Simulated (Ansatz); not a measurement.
# Ge: the cost of one run

Program: Ansatz 0.2.0. Level of theory: DFT r2SCAN, scalar-relativistic, plane waves, PAW. These are calculated values, not measurements.

2 further runs of the same task are left out: 2 set aside as unsound or not needed.

## Step 1: The starting structure

The structure is trigonal, space group R-3m (No. 166). The conventional cell has a = 2.456 Å, b = 2.456 Å, c = 21.736 Å, α = 90.00°, β = 90.00°, γ = 120.00°. C (site symmetry 3m) is surrounded by 3 C at 1.42 Å.

As a file:

```
CELL_PARAMETERS angstrom
1.22786 0.70891 7.24527
-1.22786 0.70891 7.24527
0.00000 -1.41782 7.24527
ATOMIC_POSITIONS crystal
C 0.91898 0.91898 0.91898
C 0.25231 0.25231 0.25231
C 0.74769 0.74769 0.74769
C 0.08102 0.08102 0.08102
```

It goes back to an entry of the Materials Project, which need not be the stable form.

This cell was relaxed beforehand with the same method: volume 9.46 Å³/atom, gap on the mesh 0.19 eV.

## Step 2: C → Ge: the starting cell

The start of Ge: fractional positions of relaxed C, cell scaled by 1.335, a guess from tabulated radii.

## Step 3: A first look at the start (Ge)

input.yaml

```yaml
crystal:
  lattice:
    - [1.6397882214, 0.946732171, 9.6759066213]
    - [-1.6397882214, 0.946732171, 9.6759066213]
    - [0.0, -1.893464342, 9.6759066213]
  atoms:
    - { symbol: Ge, position: [0.9189791265, 0.9189791265, 0.9189791265] }
    - { symbol: Ge, position: [0.2523091569, 0.2523091569, 0.2523091569] }
    - { symbol: Ge, position: [0.7476908431, 0.7476908431, 0.7476908431] }
    - { symbol: Ge, position: [0.0810208735, 0.0810208735, 0.0810208735] }
basis:
  ecutwfc: 500
kpoints:
  mp_grid: { grid: [6, 6, 6] }
hamiltonian:
  xc: r2scan
scf:
  occupations: { method: gaussian, width: 0.1 }
output:
  forces: true
  stress: true
  eigenvalues: true
```

On the command line:

```bash
> ansatz run input.yaml --threads 1 --pin off --max-ram 2560MiB --backend cpu --events-out ev --progress --plain --runs-dir out
```

Q: Estimate wall time and peak memory on 1 thread of AMD EPYC 7R43 (Zen 3), shared host.

About 12 s, with a peak of 0.62 GiB.
